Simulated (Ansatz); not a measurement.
# ClFMoS₂: one molecule under many settings

Aim: run ClFMoS₂ under a spread of inputs, and see what each costs and gives.

Program: Ansatz 0.2.0, Gaussian basis. Level of theory: the settings change from run to run. These are calculated values, not measurements.

**1. The geometry**

The structure was relaxed beforehand with PBE0-D4 in a triple-zeta def2 set. Mo takes a core potential in def2 sets; no spin-orbit term is included.

5 atoms, charge 0, spin multiplicity 1.

Atoms are counted from 1 here; the program's logs count them from 0.

Bond lengths: F1–Mo2 1.831 Å, Mo2–S3 2.085 Å, Mo2–S4 2.085 Å, Mo2–Cl5 2.229 Å. Angles: F1–Mo2–S3 109.6°, F1–Mo2–S4 109.6°, F1–Mo2–Cl5 113.0°, S3–Mo2–S4 107.6°, S3–Mo2–Cl5 108.4°, S4–Mo2–Cl5 108.4°.

**2. PBEsol/def2-SVP**

This run has D3(BJ) dispersion, high accuracy.

The input, in.yaml:

```yaml
crystal:
  periodic: [false, false, false]
  atoms:
    - {symbol: F, position_ang: [-0.676692, -0.263464, 1.767162]}
    - {symbol: Mo, position_ang: [-0.021519, -0.031343, 0.073027]}
    - {symbol: S, position_ang: [1.836672, -0.962605, -0.093851]}
    - {symbol: S, position_ang: [-1.303425, -0.930727, -1.303853]}
    - {symbol: Cl, position_ang: [0.214865, 2.114440, -0.483885]}
basis:
  gaussian: {orbitals: def2-SVP}
hamiltonian: {xc: {name: PBEsol}, dispersion: d3bj}
accuracy: high
```

Command:

```bash
> ansatz run in.yaml --threads 4 --pin off --events-out ev --progress --plain --max-ram 10444MiB
```

The program printed:

```text
Functional definition: PBEsol
  name "PBEsol"
  cite "Perdew et al., Phys. Rev. Lett. 100, 136406 (2008) doi:10.1103/PhysRevLett.100.136406"
  cite "Perdew, Burke & Ernzerhof, Phys. Rev. Lett. 77, 3865 (1996) doi:10.1103/PhysRevLett.77.3865"
  parent pbesol
  exchange = pbesol_x
  correlation = pbesol_c
1990 factors; integrals over basis functions are off by at most 3.8e-9 eV
mean field evaluation 1: about -38677.3758 eV, gradient 3.2e1 eV
mean field evaluation 2: about -38658.3296 eV, gradient 1.0e2 eV
mean field evaluation 4: about -38678.2026 eV, gradient 2.3e1 eV
mean field evaluation 8: about -38679.4659 eV, gradient 8.1e-1 eV
mean field evaluation 16: about -38679.4640 eV, gradient 9.2e-4 eV
mean field -38679.46395450 eV, -1421.4440824455 hartree, gradient 1.6e-8 eV, S^2 0.000000; 0 other end points of the search recorded, 0 dependent functions left out
reference -38679.46395990 eV, -1421.4440826441 hartree; 36, 36 occupied and 63, 63 virtual orbitals, 1990 factors
Total energy: -38679.57806334 eV, -1421.4482758681 hartree
```

It took 2.5 s on 4 threads of Arm Neoverse V2, shared host; peak memory 0.28 GiB.

**3. BLYP/def2-SVP**

Options: the search for lower states set to full.

in.yaml: that of step 2 with these lines changed.

```diff
@@ -10,3 +10,4 @@
   gaussian: {orbitals: def2-SVP}
-hamiltonian: {xc: {name: PBEsol}, dispersion: d3bj}
-accuracy: high
+hamiltonian: {xc: {name: BLYP}}
+scf: {lower_state_search: full}
+output: {forces: true}
```

Same command.

The program printed, shortened:

```text
Functional definition: BLYP
  name "BLYP"
  cite "Becke, Phys. Rev. A 38, 3098 (1988) doi:10.1103/PhysRevA.38.3098"
  cite "Lee, Yang & Parr, Phys. Rev. B 37, 785 (1988) doi:10.1103/PhysRevB.37.785"
[...]
1056 factors; their error is unknown
[...]
mean field -38758.04850048 eV, -1424.3320112438 hartree, gradient 3.5e-5 eV, S^2 0.000000; 3 other end points of the search recorded, 0 dependent functions left out
[...]
reference -38758.04889167 eV, -1424.3320256197 hartree; 36, 36 occupied and 63, 63 virtual orbitals, 1056 factors
Total energy: -38758.04889167 eV, -1424.3320256197 hartree
Atom 0 at    -0.676692    -0.263464     1.767162 Å, force    -0.358363    -0.143256     0.926219 eV/Å
Atom 1 at    -0.021519    -0.031343     0.073027 Å, force    -0.154886     0.607914     0.417963 eV/Å
Atom 2 at     1.836672    -0.962605    -0.093851 Å, force     1.436410    -0.728992    -0.085910 eV/Å
Atom 3 at    -1.303425    -0.930727    -1.303853 Å, force    -1.020006    -0.704054    -1.032463 eV/Å
Atom 4 at     0.214865     2.114440    -0.483885 Å, force     0.096845     0.968388    -0.225810 eV/Å
Dipole moment:     0.014423     0.081198    -0.035291 e Å
```

Run time: 2.1 s. Hardware: 4 threads of Arm Neoverse V2, shared host.

Largest force 1.613 eV/Å, dipole 0.43 D.

**4. CAM-B3LYP/def2-TZVP**

This run has multiplicity 3, atoms shaken by 0.15 Å, a grid of angular degree 23, D4 dispersion.

The input, in.yaml:

```yaml
crystal:
  periodic: [false, false, false]
  atoms:
    - {symbol: F, position_ang: [-0.481338, -0.068322, 1.743450]}
    - {symbol: Mo, position_ang: [0.042743, -0.049421, -0.000661]}
    - {symbol: S, position_ang: [2.134021, -0.946247, -0.068923]}
    - {symbol: S, position_ang: [-1.403556, -1.038361, -1.141767]}
    - {symbol: Cl, position_ang: [0.106124, 2.253474, -0.485220]}
basis:
  gaussian: {orbitals: def2-TZVP, final_grid: {core_spheres: 8, valence_spheres: 7, degree: 23}}
magnetization: {spin_polarized: true, initial_magnetization: 2}
hamiltonian: {xc: {name: CAM-B3LYP}, dispersion: d4}
```

The command is unchanged.

The program printed, shortened:

```text
Functional definition: CAM-B3LYP
  name "CAM-B3LYP"
  cite "Yanai, Tew & Handy, Chem. Phys. Lett. 393, 51 (2004) doi:10.1016/j.cplett.2004.06.011"
  cite "Iikura, Tsuneda, Yanai & Hirao, J. Chem. Phys. 115, 3540 (2001) doi:10.1063/1.1383587"
  cite "Becke, Phys. Rev. A 38, 3098 (1988) doi:10.1103/PhysRevA.38.3098"
  cite "Lee, Yang & Parr, Phys. Rev. B 37, 785 (1988) doi:10.1103/PhysRevB.37.785"
  cite "Vosko, Wilk & Nusair, Can. J. Phys. 58, 1200 (1980) doi:10.1139/p80-159"
[...]
  # Exact exchange under (alpha + beta erf(omega r))/r, Becke's under what is left of 1/r.
[...]
1332 factors; their error is unknown
249 factors; integrals over basis functions are off by at most 3.2e-5 eV
[...]
mean field -38770.60178067 eV, -1424.7933357819 hartree, gradient 1.0e-5 eV, S^2 2.024007; 6 other end points of the search recorded, 0 dependent functions left out
reference -38770.60193430 eV, -1424.7933414275 hartree; 37, 35 occupied and 145, 147 virtual orbitals, 1332 factors
Total energy: -38770.81714103 eV, -1424.8012501290 hartree
```

Run time: 16 s. Hardware: 4 threads of Arm Neoverse V2, shared host; peak memory 1.1 GiB.

⟨S²⟩ 2.024.

**5. SVWN5/def2-SVPD**

This run has charge +1, multiplicity 2, relativity set to none.

The input, in.yaml:

```yaml
crystal:
  periodic: [false, false, false]
  atoms:
    - {symbol: F, position_ang: [-0.676692, -0.263464, 1.767162]}
    - {symbol: Mo, position_ang: [-0.021519, -0.031343, 0.073027]}
    - {symbol: S, position_ang: [1.836672, -0.962605, -0.093851]}
    - {symbol: S, position_ang: [-1.303425, -0.930727, -1.303853]}
    - {symbol: Cl, position_ang: [0.214865, 2.114440, -0.483885]}
basis:
  gaussian: {orbitals: def2-SVPD}
total_charge: 1
magnetization: {spin_polarized: true, initial_magnetization: 1}
hamiltonian: {xc: {name: SVWN5}, pseudopotentials: {relativity: none}}
output: {forces: true}
```

Same command.

The program printed, shortened:

```text
Functional definition: SVWN5
  name "SVWN5"
  cite "Dirac, Proc. Camb. Phil. Soc. 26, 376 (1930) doi:10.1017/S0305004100016108"
  cite "Slater, Phys. Rev. 81, 385 (1951) doi:10.1103/PhysRev.81.385"
  cite "Vosko, Wilk & Nusair, Can. J. Phys. 58, 1200 (1980) doi:10.1139/p80-159"
[...]
1307 factors; their error is unknown
[...]
mean field -38615.43984562 eV, -1419.0912398412 hartree, gradient 1.8e-5 eV, S^2 0.759475; 6 other end points of the search recorded, 0 dependent functions left out
[...]
reference -38615.43991170 eV, -1419.0912422697 hartree; 36, 35 occupied and 102, 103 virtual orbitals, 1307 factors
Total energy: -38615.43991170 eV, -1419.0912422697 hartree
Atom 0 at    -0.676692    -0.263464     1.767162 Å, force     0.311967     0.061229    -0.807979 eV/Å
Atom 1 at    -0.021519    -0.031343     0.073027 Å, force    -0.695981     2.092923     1.861293 eV/Å
Atom 2 at     1.836672    -0.962605    -0.093851 Å, force     0.736775    -0.692448    -0.402154 eV/Å
Atom 3 at    -1.303425    -0.930727    -1.303853 Å, force    -0.288551    -0.682039    -0.797252 eV/Å
Atom 4 at     0.214865     2.114440    -0.483885 Å, force    -0.064210    -0.779666     0.146092 eV/Å
Dipole moment:     0.138220    -0.217170    -0.364420 e Å
```

Wall time 5.5 s (4 threads of Arm Neoverse V2, shared host); peak memory 0.4 GiB.

Largest force 2.886 eV/Å, ⟨S²⟩ 0.759.

**6. HF/def2-TZVPD**

Set apart from the defaults: multiplicity 3, restricted open-shell orbitals.

in.yaml: that of step 5 with these lines changed.

```diff
@@ -9,6 +9,4 @@
 basis:
-  gaussian: {orbitals: def2-SVPD}
-total_charge: 1
-magnetization: {spin_polarized: true, initial_magnetization: 1}
-hamiltonian: {xc: {name: SVWN5}, pseudopotentials: {relativity: none}}
-output: {forces: true}
+  gaussian: {orbitals: def2-TZVPD}
+magnetization: {spin_polarized: false, initial_magnetization: 2}
+hamiltonian: {xc: {name: HF}}
```

The command is unchanged.

The program printed, shortened:

```text
Functional definition: HF
  name "HF"
  cite "Fock, Z. Phys. 61, 126 (1930) doi:10.1007/BF01340294"
  parent pbe
[...]
1792 factors; their error is unknown
[...]
mean field -38685.84097555 eV, -1421.6784336466 hartree, gradient 1.2e-5 eV, S^2 2.000000; 2 other end points of the search recorded, 0 dependent functions left out
reference -38685.84097555 eV, -1421.6784336466 hartree; 37, 35 occupied and 181, 183 virtual orbitals, 1792 factors
Total energy: -38685.84097555 eV, -1421.6784336466 hartree
```

It took 43 s on 4 threads of Arm Neoverse V2, shared host; peak memory 1.3 GiB.

**7. CAM-B3LYP/def2-mTZVPP**

This run has a point charge of 2.00 e beside it, D3(BJ) dispersion.

in.yaml: that of step 6 with these lines changed.

```diff
@@ -9,4 +9,3 @@
 basis:
-  gaussian: {orbitals: def2-TZVPD}
-magnetization: {spin_polarized: false, initial_magnetization: 2}
-hamiltonian: {xc: {name: HF}}
+  gaussian: {orbitals: def2-mTZVPP, point_charges: [{charge: 2.00, position_ang: [4.740, 0.091, -0.711]}]}
+hamiltonian: {xc: {name: CAM-B3LYP}, dispersion: d3bj}
```

The command is unchanged.

The program printed, shortened:

```text
Functional definition: CAM-B3LYP
  name "CAM-B3LYP"
  cite "Yanai, Tew & Handy, Chem. Phys. Lett. 393, 51 (2004) doi:10.1016/j.cplett.2004.06.011"
  cite "Iikura, Tsuneda, Yanai & Hirao, J. Chem. Phys. 115, 3540 (2001) doi:10.1063/1.1383587"
  cite "Becke, Phys. Rev. A 38, 3098 (1988) doi:10.1103/PhysRevA.38.3098"
  cite "Lee, Yang & Parr, Phys. Rev. B 37, 785 (1988) doi:10.1103/PhysRevB.37.785"
  cite "Vosko, Wilk & Nusair, Can. J. Phys. 58, 1200 (1980) doi:10.1139/p80-159"
[...]
  # Exact exchange under (alpha + beta erf(omega r))/r, Becke's under what is left of 1/r.
[...]
1274 factors; their error is unknown
406 factors; integrals over basis functions are off by at most 1.5e-5 eV
[...]
mean field -38773.21768575 eV, -1424.8894685204 hartree, gradient 1.7e-5 eV, S^2 0.000000; 0 other end points of the search recorded, 0 dependent functions left out
reference -38773.21782104 eV, -1424.8894734923 hartree; 36, 36 occupied and 102, 102 virtual orbitals, 1274 factors
Total energy: -38773.46207816 eV, -1424.8984497757 hartree
```

It took 1.9 s on 4 threads of Arm Neoverse V2, shared host; peak memory 0.36 GiB.

**8. PBE0/def2-SVPD**

Set apart from the defaults: atoms shaken by 0.03 Å, a point charge of 0.50 e beside it.

The input, in.yaml:

```yaml
crystal:
  periodic: [false, false, false]
  atoms:
    - {symbol: F, position_ang: [-0.671860, -0.299964, 1.726880]}
    - {symbol: Mo, position_ang: [-0.019403, -0.004554, 0.069917]}
    - {symbol: S, position_ang: [1.803673, -0.982712, -0.002631]}
    - {symbol: S, position_ang: [-1.319593, -0.928705, -1.318381]}
    - {symbol: Cl, position_ang: [0.190073, 2.097695, -0.462763]}
basis:
  gaussian: {orbitals: def2-SVPD, point_charges: [{charge: 0.50, position_ang: [5.097, -0.764, 0.713]}]}
hamiltonian: {xc: {name: PBE0}}
output: {forces: true}
```

Launched as before.

The program printed, shortened:

```text
Functional definition: PBE0
  name "PBE0"
  cite "Adamo & Barone, J. Chem. Phys. 110, 6158 (1999) doi:10.1063/1.478522"
  cite "Perdew, Burke & Ernzerhof, Phys. Rev. Lett. 77, 3865 (1996) doi:10.1103/PhysRevLett.77.3865"
  parent pbe
[...]
1283 factors; integrals over basis functions are off by at most 7.4e-4 eV
[...]
mean field -38744.02867011 eV, -1423.8167919806 hartree, gradient 3.5e-5 eV, S^2 0.000000; 0 other end points of the search recorded, 0 dependent functions left out
[...]
reference -38744.02871133 eV, -1423.8167934957 hartree; 36, 36 occupied and 102, 102 virtual orbitals, 1283 factors
Total energy: -38744.02871133 eV, -1423.8167934957 hartree
Atom 0 at    -0.671860    -0.299964     1.726880 Å, force    -0.409489     0.007517     0.850663 eV/Å
Atom 1 at    -0.019403    -0.004554     0.069917 Å, force    -1.374706    -1.063459    -0.777525 eV/Å
Atom 2 at     1.803673    -0.982712    -0.002631 Å, force     1.134539    -0.457571    -0.218919 eV/Å
Atom 3 at    -1.319593    -0.928705    -1.318381 Å, force     0.535013     0.336594     0.446023 eV/Å
Atom 4 at     0.190073     2.097695    -0.462763 Å, force     0.189529     1.176454    -0.288880 eV/Å
Dipole moment:    -0.324205     0.191923    -0.127277 e Å
```

Wall time 2.1 s (4 threads of Arm Neoverse V2, shared host); peak memory 0.38 GiB.

Largest force 1.904 eV/Å, dipole 1.91 D.

**9. PBE-QIDH/def2-SVP**

This run has atoms shaken by 0.08 Å, relativity set to scalar.

The input, in.yaml:

```yaml
crystal:
  periodic: [false, false, false]
  atoms:
    - {symbol: F, position_ang: [-0.704520, -0.242971, 1.766983]}
    - {symbol: Mo, position_ang: [0.038079, -0.103943, 0.201394]}
    - {symbol: S, position_ang: [1.747294, -1.015761, -0.068643]}
    - {symbol: S, position_ang: [-1.288092, -1.005184, -1.283766]}
    - {symbol: Cl, position_ang: [0.246901, 2.029467, -0.491744]}
basis:
  gaussian: {orbitals: def2-SVP}
hamiltonian: {xc: {name: PBE-QIDH}, pseudopotentials: {relativity: scalar}}
```

Launched as before.

The program printed, shortened:

```text
Functional definition: PBE-QIDH
  name "PBE-QIDH"
  cite "Brémond, Sancho-García, Pérez-Jiménez & Adamo, J. Chem. Phys. 141, 031101 (2014) doi:10.1063/1.4890314"
  cite "Perdew, Burke & Ernzerhof, Phys. Rev. Lett. 77, 3865 (1996) doi:10.1103/PhysRevLett.77.3865"
[...]
927 factors; integrals over basis functions are off by at most 1.0e-3 eV
[...]
mean field -38807.93118148 eV, -1426.1651659589 hartree, gradient 4.1e-6 eV, S^2 0.000000; 0 other end points of the search recorded, 0 dependent functions left out; unrestricted orbitals would lower it
16 core orbitals not correlated: weight in the atoms' cores, before any rotation towards them, 1.000 or more for the frozen orbitals, at most 0.000 for the correlated occupied ones
reference -38807.93120148 eV, -1426.1651666939 hartree; 20, 20 occupied and 63, 63 virtual orbitals, 927 factors
second order -33.21135009 eV of doubles, -0.00000000 eV of singles
Total energy: -38819.00165151 eV, -1426.5719982287 hartree
Relativity: scalar
```

Run time: 2 s. Hardware: 4 threads of Arm Neoverse V2, shared host.

**10. B97M-V/ANO-RCC-VTZP**

Set apart from the defaults: charge -1, multiplicity 2, restricted open-shell orbitals, a point charge of 2.00 e beside it.

The input, in.yaml:

```yaml
crystal:
  periodic: [false, false, false]
  atoms:
    - {symbol: F, position_ang: [-0.676692, -0.263464, 1.767162]}
    - {symbol: Mo, position_ang: [-0.021519, -0.031343, 0.073027]}
    - {symbol: S, position_ang: [1.836672, -0.962605, -0.093851]}
    - {symbol: S, position_ang: [-1.303425, -0.930727, -1.303853]}
    - {symbol: Cl, position_ang: [0.214865, 2.114440, -0.483885]}
basis:
  gaussian: {orbitals: ANO-RCC-VTZP, point_charges: [{charge: 2.00, position_ang: [4.424, 0.839, 0.534]}]}
total_charge: -1
magnetization: {spin_polarized: false, initial_magnetization: 1}
hamiltonian: {xc: {name: B97M-V}}
```

Launched as before.

The program printed, shortened:

```text
Functional definition: B97M-V
  name "B97M-V"
  cite "Mardirossian & Head-Gordon, J. Chem. Phys. 142, 074111 (2015) doi:10.1063/1.4907719"
  cite "Becke, J. Chem. Phys. 107, 8554 (1997) doi:10.1063/1.475007"
  cite "Vydrov & Van Voorhis, J. Chem. Phys. 133, 244103 (2010) doi:10.1063/1.3521275"
  # Of w^i u^j: cxij and so on, Table III.
[...]
  gx(w, u) = cx00 + cx01*u + cx02*u^2 + (cx10 + cx11*u)*w
  gss(w, u) = css00 + css02*u^2 + css10*w + (css32*w^3 + css42*w^4)*u^2
  gos(w, u) = cos00 + cos01*u + cos03*u^3 + cos10*w + cos32*w^3*u^2
[...]
      + integral(e_c_pw_mod_opposite_spin*gos(b97_w_opposite, b97_u_opposite)) + vv10(b, c)
1801 factors; their error is unknown
[...]
mean field -147161.21845266 eV, -5408.0750286789 hartree, gradient 5.7e-5 eV, S^2 0.750000; 3 other end points of the search recorded, 0 dependent functions left out
reference -147161.21854341 eV, -5408.0750320138 hartree; 51, 50 occupied and 149, 150 virtual orbitals, 1801 factors
Total energy: -147161.21854341 eV, -5408.0750320138 hartree
Relativity: scalar
```

Run time: 64 s. Hardware: 4 threads of Arm Neoverse V2, shared host; peak memory 0.98 GiB.

**11. All runs side by side**

```tsv
level	charge	multiplicity	geometry	functions	energy (eV)	time
PBEsol/def2-SVP	0	1	relaxed	99	-38679.578	2.5 s
BLYP/def2-SVP	0	1	relaxed	99	-38758.049	2.1 s
CAM-B3LYP/def2-TZVP	0	3	shaken	182	-38770.817	16 s
SVWN5/def2-SVPD	1	2	relaxed	138	-38615.440	5.5 s
HF/def2-TZVPD	0	3	relaxed	218	-38685.841	43 s
CAM-B3LYP/def2-mTZVPP	0	1	relaxed, point charge	138	-38773.462	1.9 s
PBE0/def2-SVPD	0	1	shaken, point charge	138	-38744.029	2.1 s
PBE-QIDH/def2-SVP	0	1	shaken	99	-38819.002	2 s
B97M-V/ANO-RCC-VTZP	-1	2	relaxed, point charge	200	-147161.219	64 s
```

**12. What came out**

| quantity | value |
| --- | --- |
| runs | 9 |
| quickest | CAM-B3LYP/def2-mTZVPP, 1.9 s |
| slowest | B97M-V/ANO-RCC-VTZP, 64 s |
| spread of total energies, same state and geometry | 78.5 eV |

B97M-V/ANO-RCC-VTZP took 33 times as long as CAM-B3LYP/def2-mTZVPP. The jobs differ in tasks and options as well as level. The totals spread over 78 eV; they can't be compared across methods or bases. At the PBE0-D4/def2-TZVP geometry and in the same state, runs without warnings or point charges leave forces up to 1.61 eV/Å (BLYP/def2-SVP).
